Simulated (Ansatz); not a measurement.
# RhC: strong compression

An exercise on one series of results from a longer session: the logs are not shown, and one member is left open.

Program: Ansatz 0.2.0. Level of theory: DFT PBE, with the methods named in each step. These are calculated values, not measurements.

1 further run of the same task is left out (it didn't finish). Runs told in other sessions of the task aren't counted.

### The structure to begin with

It takes space group F-43m (No. 216, cubic). The conventional cell has a = 4.607 Å, b = 4.607 Å, c = 4.607 Å, α = 90.00°, β = 90.00°, γ = 90.00°. Around Rh (site symmetry -43m) lie 4 C at 1.99 Å. C (site symmetry -43m) is surrounded by 4 Rh at 1.99 Å.

Coordinates:

```
Rh C
1.0
     0.00000    2.30330    2.30330
     2.30330    0.00000    2.30330
     2.30330    2.30330    0.00000
Rh C
1 1
Cartesian
  0.0000 0.0000 0.0000
  1.1516 1.1516 1.1516
```

Whether this phase is the stable one at these pressures isn't tested.

Atoms are numbered in the order of the input: Rh1, C2.

Set-up of the first run:

Input file input.yaml:

```yaml
crystal:
  lattice:
    - [0.0, 2.3032952739, 2.3032952739]
    - [2.3032952739, 0.0, 2.3032952739]
    - [2.3032952739, 2.3032952739, 0.0]
  atoms:
    - { symbol: Rh, position: [0.0, 0.0, 0.0] }
    - { symbol: C, position: [0.25, 0.25, 0.25] }
kpoints:
  mp_grid: { grid: [14, 14, 14] }
scf:
  occupations: { method: fermi_dirac, width: 0.1 }
hamiltonian:
  xc: pbe
  pseudopotentials: { kind: paw }
output:
  forces: true
  stress: true
  write_density: true
  write_potential: true
  elf: true
  volumetric_format: npy
relax:
  f_tol: 0.005
  max_steps: 40
  cell: {}
```

The run is started by

```console
> ansatz run input.yaml --threads 1 --pin off --max-ram 2048MiB --backend cpu --events-out ev --progress --plain --runs-dir out
```

Steps of the session up to this table: Cell relaxed at zero pressure, PAW; Volume scaled by 1, PAW; Volume scaled by 0.95, PAW; Volume scaled by 0.85, PAW; Volume scaled by 0.75, PAW; Volume scaled by 0.65, PAW; Volume scaled by 0.55, PAW; Volume scaled by 0.55, PAW (source ansatz); Volume scaled by 0.45, PAW; Volume scaled by 0.4, PAW.

One table of the session follows, with a row left open; its other results are not shown here.

| method | volume over the first | volume (Å³/atom) | pressure (GPa) |
| --- | --- | --- | --- |
| PAW | 1 | 12.023 | -0.01 |
| PAW | 0.95 | 11.421 | 13.48 |
| PAW | 0.85 | 10.219 | 54.92 |
| PAW | 0.75 | ? | ? |
| PAW | 0.65 | 7.815 | 261.14 |
| PAW | 0.55 | 6.612 | 515.38 |
| PAW | 0.45 | 5.410 | 1036.56 |
| PAW | 0.4 | 4.809 | 1500.65 |
| PAW (source ansatz) | 0.55 | 6.612 | 516.30 |

Estimate the missing values for PAW, 0.75.

**Answer.** volume (Å³/atom): 9.017; pressure (GPa): 128.14. In the column «volume (Å³/atom)» it lies between PAW, 0.65 (7.815) and PAW, 0.85 (10.219).

Caveats from the session: At pressures up to 1501 GPa the PAW spheres may overlap and frozen cores may not hold, so those PAW values are rough without an all-electron check.
